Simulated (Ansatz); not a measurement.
# TiW3C4: the cost of one run

Method: DFT PBE, scalar-relativistic, plane waves, PAW, in Ansatz 0.2.0.

1 further run of the same task is left out (set aside as unsound or not needed).

### Step 1. The starting structure

The structure is hexagonal, space group P-6m2 (No. 187). Conventional cell: a = 2.940 Å, b = 2.940 Å, c = 11.303 Å, α = 90.00°, β = 90.00°, γ = 120.00°. Ti (site symmetry -6m2) has 6 C at 2.24 Å as nearest neighbours. W (site symmetry 3m) has 6 C at 2.16 to 2.23 Å as nearest neighbours. W (site symmetry -6m2) is surrounded by 6 C at 2.20 Å. Around C (site symmetry 3m) lie 3 W at 2.16 Å and 3 Ti at 2.24 Å. C (site symmetry 3m) is surrounded by 6 W at 2.20 to 2.23 Å.

Structure file:

```cif
data_structure
_symmetry_space_group_name_H-M 'P 1'
_symmetry_Int_Tables_number 1
_cell_length_a 2.9395
_cell_length_b 2.9395
_cell_length_c 11.3035
_cell_angle_alpha 90.000
_cell_angle_beta 90.000
_cell_angle_gamma 120.000
_cell_volume 84.59
loop_
_atom_site_label
_atom_site_type_symbol
_atom_site_fract_x
_atom_site_fract_y
_atom_site_fract_z
_atom_site_occupancy
Ti1 Ti 0.00000 0.00000 0.00000 1
W1 W 0.00000 0.00000 0.75240 1
W2 W 0.00000 0.00000 0.24760 1
W3 W 0.00000 0.00000 0.50000 1
C1 C 0.66667 0.33333 0.87122 1
C2 C 0.66667 0.33333 0.12878 1
C3 C 0.66667 0.33333 0.37550 1
C4 C 0.66667 0.33333 0.62450 1
```

It is the end of an earlier relaxation with the same method, from a generated guess; it needn't be the stable form of this composition. At a tolerance of 0.05 Å it has space group P-6m2 (No. 187); it has 10.57 Å³/atom, an uncorrected energy of -0.15 eV/atom over the elements.

### Step 2. Electronic structure at the relaxed geometry

input.yaml

```yaml
crystal:
  lattice:
    - [2.9395307508, 0.0, 0.0]
    - [-1.4697653754, 2.5457083054, 0.0]
    - [0.0, 0.0, 11.3034756292]
  atoms:
    - { symbol: Ti, position: [0.0, 0.0, 0.0], spin: 0.34 }
    - { symbol: W, position: [0.0, 0.0, 0.7523959931] }
    - { symbol: W, position: [0.0, 0.0, 0.2476040069] }
    - { symbol: W, position: [0.0, 0.0, 0.5] }
    - { symbol: C, position: [0.6666666667, 0.3333333333, 0.8712209929] }
    - { symbol: C, position: [0.6666666667, 0.3333333333, 0.1287790071] }
    - { symbol: C, position: [0.6666666667, 0.3333333333, 0.3755035887] }
    - { symbol: C, position: [0.6666666667, 0.3333333333, 0.6244964113] }
basis:
  ecutwfc: 420
kpoints:
  mp_grid: { grid: [12, 12, 4] }
  band_path:
    path:
      - [[0.0, 0.0, 0.0], [0.5, 0.0, 0.0], [0.33333333, 0.33333333, 0.0], [0.0, 0.0, 0.0], [0.0, 0.0, 0.5], [0.5, 0.0, 0.5], [0.33333333, 0.33333333, 0.5], [0.0, 0.0, 0.5]]
      - [[0.5, 0.0, 0.5], [0.5, 0.0, 0.0]]
      - [[0.33333333, 0.33333333, 0.5], [0.33333333, 0.33333333, 0.0]]
    npoints: 14
hamiltonian:
  xc: pbe
scf:
  occupations: { method: gaussian, width: 0.1 }
  n_extra_bands: 20
output:
  forces: true
  stress: true
  eigenvalues: true
  populations: true
  dos: { projected: true, de: 0.02, nscf_kmesh: { grid: [15, 15, 5] } }
  bader: true
  write_density: true
  write_potential: true
  elf: true
  volumetric_format: npy
magnetization:
  spin_polarized: true
checkpoint:
  read: start.run
  write: ck
  compress: false
  write_wavefunctions: false
  write_every: 100000
```

Launch:

```sh
> ansatz run input.yaml --threads 1 --pin off --max-ram 2560MiB --backend cpu --events-out ev --progress --plain --runs-dir out
```

What time and memory should one allow on 1 thread of Intel Xeon Platinum 8259CL at 2.50GHz (Skylake/Cascade Lake), shared host?

About 4.2 min, with a peak of 0.82 GiB.
